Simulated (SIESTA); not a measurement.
Runs of SIESTA 5.4.2 on NiMoIrPdW. It takes space group P3m1 (No. 156, trigonal). Conventional cell: a = 4.117 Å, b = 4.117 Å, c = 5.446 Å, α = 90.00°, β = 90.00°, γ = 120.00°. Around Ni (site symmetry 3m) lie 3 Mo at 2.38 Å and 3 Ir at 2.69 Å. Mo (site symmetry 3m) is surrounded by 3 Ni at 2.38 Å and 3 Ir at 2.70 Å and 2 Pd at 2.72 to 2.73 Å. Pd (site symmetry 3m) has 3 W at 2.68 Å and 2 Mo at 2.72 to 2.73 Å and 3 Ir at 2.77 Å as nearest neighbours. Ir (site symmetry 3m) has 2 W at 2.66 to 2.78 Å and 3 Ni at 2.69 Å and 3 Mo at 2.70 Å and 3 Pd at 2.77 Å as nearest neighbours. Around W (site symmetry 3m) lie 2 Ir at 2.66 to 2.78 Å and 3 Pd at 2.68 Å and 3 Mo at 2.81 Å and 3 Ni at 2.82 Å. The cell was built by a generator and needn't be a form met in nature.

| task | level | U | cell | k mesh | optimiser | force tolerance | broadening (eV) | window from (eV) | window to (eV) | gap on the mesh (eV) | pressure (GPa) | moment (μB) | relaxed volume (Å³/atom) | largest force (eV/Å) |
| --- | --- | --- | --- | --- | --- | --- | --- | --- | --- | --- | --- | --- | --- | --- |
| relaxation of cell and atoms | PBE | - | relaxed | 8 × 8 × 5 | CG | 0.04 eV/Å | - | - | - | none | 0.0 | 0.00 | 16.17 | 0.01 |
| relaxation of cell and atoms | RPBE | - | relaxed | 6 × 6 × 4 | CG | 0.02 eV/Å | - | - | - | none | 0.0 | 0.00 | (b) | 0.01 |
| relaxation of cell and atoms | vdW-DF-cx | - | relaxed | 6 × 6 × 4 | CG | 0.02 eV/Å | - | - | - | none | 0.0 | 0.00 | 15.73 | 0.01 |
| density of states | PBE | - | relaxed by the run before | 8 × 8 × 5 | - | - | 0.1 eV | -10 eV | 5 eV | none | 0.0 | 0.00 | - | 0.01 |
| relaxation of cell and atoms | optB88-vdW | - | relaxed | 6 × 6 × 4 | CG | 0.02 eV/Å | - | - | - | none | 0.0 | 0.00 | 16.17 | 0.01 |
| relaxation of cell and atoms | vdW-DF2 | - | relaxed | 6 × 6 × 4 | CG | 0.02 eV/Å | - | - | - | none | 0.0 | 0.00 | 17.34 | - |
| density of states | PBE+U | Ir d U = 2 eV, Mo d U = 2 eV, Ni d U = 2 eV, Pd d U = 2 eV, W d U = 2 eV | as given | 8 × 8 × 5 | - | - | 0.1 eV | -25 eV | 10 eV | none | (a) | 0.00 | - | 0.20 |
| band structure | PBE | - | relaxed by the run before | 8 × 8 × 5 | - | - | - | - | - | none | 0.0 | 0.00 | - | 0.01 |

Alike in all rows: potentials or basis PseudoDojo 0.4 standard (PBE files), DZP (energy shift 0.003 Ry; two zetas on semicore shells); spin collinear, ferromagnetic start; smearing fermi-dirac 0.05 eV; grid cutoff 800 Ry; energy shift 0.003 Ry.

**Question.** Fill in the values left out.

**Answer.** (a) 0.6; (b) 16.44.

Caveats: short orbitals over semicore shells can move pressures by several GPa; the valence orbitals were made in a potential fitted to the semicore shell under them, which widens gaps by tenths of an eV or more; the basis of atomic orbitals isn't converged, which shifts pressures, moduli and gaps; the potentials were made for another functional, which shifts forces and pressure (some runs); the U is typed as a test and isn't derived for this compound (some runs); spin-orbit coupling is left out, which moves the levels of the heavy elements (some runs).

A k mesh can miss the band edges, and the runs leave out spin-orbit coupling on Ir, Mo, Pd, W.

A gap of «none» marks a metal or a gap under the smearing width.
